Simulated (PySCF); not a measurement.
# (GeH3)2PPF2: NMR shifts at several levels of theory, part 2 of 2

PySCF 2.14.0. Atoms count from 0.

**6. Shielding tensors: BLYP/pcSseg-1**

The job: settings as JSON, then the geometry in Å.

```
{"job": {"kind": "nmr", "xc": "BLYP", "basis": "pcSseg-1", "pop": false}, "charge": 0, "multiplicity": 1}
F      2.724558    -1.378699     1.249353
P      1.110362    -1.369532     1.257859
F      0.859617    -2.874239     0.715057
P      0.797123    -0.346196    -0.699982
Ge    -1.496179    -0.785070    -0.647716
Ge     0.681721     1.791037     0.232141
H     -2.221851     0.420142    -1.267286
H     -1.976008    -0.994134     0.803607
H     -1.755954    -2.055324    -1.467950
H      0.081363     1.757373     1.651923
H     -0.202398     2.643527    -0.691645
H      2.104900     2.367143     0.285944
```

Level: GIAO BLYP/pcSseg-1 NMR shielding, non-relativistic, gas phase.

Log:

```text
coarse grid: 53088 points
cycle   1  E = -5039.4687977162  dE = -8.231e-01  |g| = 1.740e+00  |ddm| = 3.562e+00
cycle   2  E = -5038.8156824254  dE =  6.531e-01  |g| = 2.674e+00  |ddm| = 2.493e+00
cycle   3  E = -5039.6361906136  dE = -8.205e-01  |g| = 6.337e-01  |ddm| = 2.160e+00
cycle   4  E = -5039.7023712046  dE = -6.618e-02  |g| = 1.242e-01  |ddm| = 5.108e-01
cycle   5  E = -5039.7035313515  dE = -1.160e-03  |g| = 3.770e-02  |ddm| = 1.172e-01
cycle   6  E = -5039.7038914288  dE = -3.601e-04  |g| = 1.569e-02  |ddm| = 7.522e-02
cycle   7  E = -5039.7039698248  dE = -7.840e-05  |g| = 4.116e-03  |ddm| = 2.920e-02
cycle   8  E = -5039.7039752705  dE = -5.446e-06  |g| = 1.176e-03  |ddm| = 8.552e-03
final grid: 105368 points
cycle   9  E = -5039.7038244343  dE =  1.055e-06  |g| = 2.098e-03  |ddm| = 5.790e-03
cycle  10  E = -5039.7038195926  dE =  4.842e-06  |g| = 4.311e-03  |ddm| = 1.080e-02
cycle  11  E = -5039.7038259445  dE = -6.352e-06  |g| = 4.173e-04  |ddm| = 7.209e-03
cycle  12  E = -5039.7038260008  dE = -5.628e-08  |g| = 6.446e-05  |ddm| = 7.064e-04
cycle  13  E = -5039.7038260019  dE = -1.135e-09  |g| = 1.794e-05  |ddm| = 8.509e-05
cycle  14  E = -5039.7038260020  dE = -2.547e-11  |g| = 4.543e-06  |ddm| = 1.216e-05
converged SCF energy = -5039.7038260020

GIAO shielding tensors (ppm)
atom      isotropic    diamagn.    paramagn.     s11        s22        s33       span
  0 F      222.231     472.531    -250.300     66.897    198.973    400.823    333.926
  1 P      -61.411     961.282   -1022.693   -209.341   -151.771    176.879    386.220
  2 F      233.946     474.347    -240.401     73.774    199.577    428.487    354.714
  3 P      452.612     969.176    -516.564    354.781    415.694    587.361    232.580
  4 Ge    1504.706    2757.491   -1252.786   1392.666   1534.473   1586.978    194.312
  5 Ge    1497.382    2757.166   -1259.784   1404.343   1495.352   1592.452    188.109
  6 H       27.487      29.443      -1.956     20.179     24.047     38.234     18.055
  7 H       27.236      28.988      -1.753     21.689     23.135     36.883     15.194
  8 H       27.295      29.059      -1.764     20.210     22.094     39.580     19.369
  9 H       27.159      28.787      -1.628     20.981     23.450     37.046     16.065
 10 H       27.427      29.242      -1.815     20.500     23.608     38.173     17.673
 11 H       27.257      28.822      -1.565     20.210     22.165     39.397     19.187
```

It took 40 s on 1 thread, shared host.

Key values: δ F0 -82.6, P1 346.9, P3 -167.1, Ge4 -267, H6 4.05 ppm (means over like atoms).

**7. NMR shieldings: BP86/pcSseg-1**

Same as in step 6 but for these lines:

```diff
@@ -1,2 +1,2 @@
-{"job": {"kind": "nmr", "xc": "BLYP", "basis": "pcSseg-1", "pop": false}, "charge": 0, "multiplicity": 1}
+{"job": {"kind": "nmr", "xc": "BP86", "basis": "pcSseg-1", "pop": false}, "charge": 0, "multiplicity": 1}
 F      2.724558    -1.378699     1.249353
```

With the program's defaults for keys left out, this is: GIAO BP86/pcSseg-1 NMR shielding, non-relativistic, gas phase.

Log:

```text
coarse grid: 53088 points
cycle   1  E = -5040.0150564489  dE = -8.410e-01  |g| = 1.674e+00  |ddm| = 3.578e+00
cycle   2  E = -5039.4720653876  dE =  5.430e-01  |g| = 2.488e+00  |ddm| = 2.289e+00
cycle   3  E = -5040.1662061318  dE = -6.941e-01  |g| = 5.877e-01  |ddm| = 1.972e+00
cycle   4  E = -5040.2244464404  dE = -5.824e-02  |g| = 1.216e-01  |ddm| = 4.876e-01
cycle   5  E = -5040.2256695549  dE = -1.223e-03  |g| = 3.308e-02  |ddm| = 1.054e-01
cycle   6  E = -5040.2259352080  dE = -2.657e-04  |g| = 1.385e-02  |ddm| = 6.508e-02
cycle   7  E = -5040.2259970173  dE = -6.181e-05  |g| = 3.720e-03  |ddm| = 2.577e-02
cycle   8  E = -5040.2260014509  dE = -4.434e-06  |g| = 1.090e-03  |ddm| = 7.669e-03
final grid: 105368 points
cycle   9  E = -5040.2258563807  dE =  9.650e-07  |g| = 2.001e-03  |ddm| = 5.514e-03
cycle  10  E = -5040.2258519457  dE =  4.435e-06  |g| = 4.143e-03  |ddm| = 1.029e-02
cycle  11  E = -5040.2258577542  dE = -5.808e-06  |g| = 3.952e-04  |ddm| = 6.836e-03
cycle  12  E = -5040.2258578038  dE = -4.956e-08  |g| = 5.996e-05  |ddm| = 6.422e-04
cycle  13  E = -5040.2258578047  dE = -9.550e-10  |g| = 1.590e-05  |ddm| = 7.540e-05
converged SCF energy = -5040.2258578047

GIAO shielding tensors (ppm)
atom      isotropic    diamagn.    paramagn.     s11        s22        s33       span
  0 F      222.653     471.747    -249.094     68.443    197.634    401.881    333.439
  1 P      -42.534     961.252   -1003.786   -188.645   -127.151    188.195    376.841
  2 F      233.854     473.486    -239.632     74.323    196.900    430.339    356.017
  3 P      475.404     969.025    -493.621    375.914    439.023    611.275    235.360
  4 Ge    1525.457    2758.354   -1232.897   1413.082   1558.806   1604.484    191.402
  5 Ge    1517.784    2758.034   -1240.250   1425.162   1518.038   1610.151    184.989
  6 H       27.262      29.158      -1.896     19.866     23.800     38.120     18.254
  7 H       27.010      28.652      -1.641     21.381     22.896     36.755     15.374
  8 H       27.081      28.790      -1.709     19.899     21.821     39.524     19.625
  9 H       26.935      28.457      -1.522     20.672     23.211     36.921     16.249
 10 H       27.196      28.963      -1.767     20.189     23.347     38.052     17.863
 11 H       27.044      28.563      -1.519     19.905     21.899     39.326     19.421
```

It took 37 s on 1 thread, shared host.

In short: δ F0 -83.5, P1 337.1, P3 -180.9, Ge4 -269, H6 4.18 ppm (means over like atoms).

**8. Nuclear shieldings: OPBE/pcSseg-1**

Same as in step 7 but for these lines:

```diff
@@ -1,2 +1,2 @@
-{"job": {"kind": "nmr", "xc": "BP86", "basis": "pcSseg-1", "pop": false}, "charge": 0, "multiplicity": 1}
+{"job": {"kind": "nmr", "xc": "OPBE", "basis": "pcSseg-1", "pop": false}, "charge": 0, "multiplicity": 1}
 F      2.724558    -1.378699     1.249353
```

With the program's defaults for keys left out, this is: GIAO OPBE/pcSseg-1 NMR shielding, non-relativistic, gas phase.

Log:

```text
coarse grid: 53088 points
cycle   1  E = -5040.4550025300  dE = -9.090e-01  |g| = 1.331e+00  |ddm| = 3.619e+00
cycle   2  E = -5040.0489805714  dE =  4.060e-01  |g| = 2.016e+00  |ddm| = 1.957e+00
cycle   3  E = -5040.5656562651  dE = -5.167e-01  |g| = 4.479e-01  |ddm| = 1.637e+00
cycle   4  E = -5040.5999433802  dE = -3.429e-02  |g| = 1.203e-01  |ddm| = 4.007e-01
cycle   5  E = -5040.6013138371  dE = -1.370e-03  |g| = 2.689e-02  |ddm| = 1.029e-01
cycle   6  E = -5040.6014902348  dE = -1.764e-04  |g| = 1.232e-02  |ddm| = 5.749e-02
cycle   7  E = -5040.6015417344  dE = -5.150e-05  |g| = 2.994e-03  |ddm| = 2.277e-02
cycle   8  E = -5040.6015444946  dE = -2.760e-06  |g| = 7.411e-04  |ddm| = 5.784e-03
final grid: 105368 points
cycle   9  E = -5040.6014653897  dE =  3.379e-07  |g| = 1.402e-03  |ddm| = 3.995e-03
cycle  10  E = -5040.6014637760  dE =  1.614e-06  |g| = 2.747e-03  |ddm| = 6.239e-03
cycle  11  E = -5040.6014659929  dE = -2.217e-06  |g| = 2.836e-04  |ddm| = 3.958e-03
cycle  12  E = -5040.6014660153  dE = -2.241e-08  |g| = 4.487e-05  |ddm| = 4.348e-04
cycle  13  E = -5040.6014660158  dE = -4.839e-10  |g| = 1.297e-05  |ddm| = 5.562e-05
converged SCF energy = -5040.6014660158

GIAO shielding tensors (ppm)
atom      isotropic    diamagn.    paramagn.     s11        s22        s33       span
  0 F      235.593     471.103    -235.510     85.629    207.160    413.991    328.362
  1 P       11.870     961.270    -949.399   -132.881    -56.859    225.350    358.231
  2 F      245.617     472.686    -227.070     90.496    205.210    441.143    350.647
  3 P      525.999     969.002    -443.004    428.924    493.192    655.880    226.957
  4 Ge    1544.667    2760.063   -1215.396   1443.617   1580.553   1609.830    166.213
  5 Ge    1535.523    2759.713   -1224.190   1453.370   1539.529   1613.670    160.300
  6 H       27.302      29.139      -1.838     19.937     23.837     38.132     18.195
  7 H       27.069      28.490      -1.420     21.396     23.005     36.807     15.411
  8 H       27.151      28.872      -1.720     20.030     21.929     39.495     19.465
  9 H       26.992      28.290      -1.297     20.721     23.294     36.962     16.242
 10 H       27.238      28.964      -1.726     20.253     23.380     38.080     17.827
 11 H       27.114      28.641      -1.526     20.057     22.007     39.279     19.222
```

Run time: 38 s. Hardware: 1 thread, shared host.

Key values: δ F0 -84.6, P1 312.0, P3 -202.1, Ge4 -249, H6 4.08 ppm (means over like atoms).

**9. Run by run: NMR shifts**

Shifts (ppm), means over like atoms, with basis size and wall time (the measured row can stand on another reference than the computed rows):

```csv
run,H6,F0,P1,P3,Ge4,functions,time
HF/pcSseg-1,3.83,-73.6,284.7,-231.7,-214,194,24 s
LDA/pcSseg-1,4.36,-78.9,351.6,-185.3,-288,194,34 s
PBE/pcSseg-1,4.13,-81.4,334.3,-189.0,-268,194,38 s
BLYP/pcSseg-1,4.05,-82.6,346.9,-167.1,-267,194,40 s
BP86/pcSseg-1,4.18,-83.5,337.1,-180.9,-269,194,37 s
OPBE/pcSseg-1,4.08,-84.6,312.0,-202.1,-249,194,38 s
measured,–,–,291.0,-192.0,–,–,–
```

Measured: solution; George Maxwell Hunter, The Preparation and Properties of Some Difluorophosphites, PhD thesis, University of Edinburgh, 1981.

**10. Summary of results**

The summary covers parts 1 to 2.

```
                                                                quantity                                       value
                                                             point group                                          C1
                                    rotational constants (main isotopes)                        0.91, 0.85, 0.48 GHz
    1H shifts against TMS (HF/pcSseg-1, means over atoms taken as alike)                                    3.83 ppm
 19F shifts against CFCl3 (HF/pcSseg-1, means over atoms taken as alike)                                   -73.6 ppm
                                  31P shifts against H3PO4 (HF/pcSseg-1)                           284.7, -231.7 ppm
73Ge shifts against GeMe4 (HF/pcSseg-1, means over atoms taken as alike)                                    -214 ppm
                                measured, and computed on the same scale  P1 δ 291.0, 284.7; P3 δ -192.0, -231.7 ppm
                                               range of the shift of Ge4                            -288 to -214 ppm
```

**Reading.** Single values in the summary come from the first run of each kind that ended normally (HF/pcSseg-1), which need not be the best level. Relaxing lowered the energy by 0.237 eV in 15 steps; the close pair that moved most is P1–P3, from 2.175 to 2.231 Å. No frequency check was run at this level, so the end point may be a saddle. At HF/pcSseg-1: Shielding is most anisotropic at P1 (span 483 ppm, paramagnetic term -886 ppm). 2 measured 31P shifts can be compared: mean absolute error 23.0 ppm, mean signed error -23.0 ppm. Vibration, temperature and solvent are missing from the calculation, and it holds one conformer, so part of the miss against the measured shifts is not the functional's. In ppm, Ge4 (with its like atoms) moves most: its shift spreads over 73 ppm, from -288 (LDA/pcSseg-1) to -214 (HF/pcSseg-1). For the 2 measured 31P shifts, OPBE/pcSseg-1 misses least (15.6 ppm, 38 s) and BLYP/pcSseg-1 most (40.4 ppm, 40 s); the quickest, HF/pcSseg-1, misses by 23.0 ppm in 24 s. Spin-orbit coupling is left out, which matters for shieldings and couplings at and beside the heavy atoms. One molecule ranks no method: errors cancel, and vibration and temperature are missing from all runs.
